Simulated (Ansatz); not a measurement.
The system is GeW.

```
Ge W
1.0
     0.00000    2.57761    2.57761
     2.57761    0.00000    2.57761
     2.57761    2.57761    0.00000
Ge W
1 1
Direct
  0.50000 0.50000 0.50000
  0.00000 0.00000 0.00000
```

The cell was built by a generator and needn't be a form met in nature.

Base run:

| Item | Value |
| --- | --- |
| Program | Ansatz 0.2.0 |
| Functional | LDA |
| Potentials or basis | Ansatz PAW |
| Cutoff | 420 eV |
| Density cutoff | 1680 eV |
| k mesh | 9 × 9 × 9 |
| Occupations | fermi-dirac, width 0.05 eV |
| Spin | no spin polarisation |

Its results: band gap on the k mesh none (metal or under the smearing width); pressure -9.5 GPa.

Task: After a change of settings the same cell gave: band gap on the k mesh none (metal or under the smearing width); pressure -3.3 GPa. Which change was it?
A. functional from LDA to PBE
B. functional from LDA to r2SCAN; cutoff from 420 eV to 500 eV; density cutoff from 1680 eV to 2000 eV
C. functional from LDA to PBE; occupations from fermi-dirac, width 0.05 eV to gaussian, width 0.017 eV
D. functional from LDA to BLYP

Result: B.

Caveats: the PAW data sets come from PBE, with cores solved anew for the run's functional, which leaves a small shift of forces and pressure.

Not every run made on this cell is shown here.
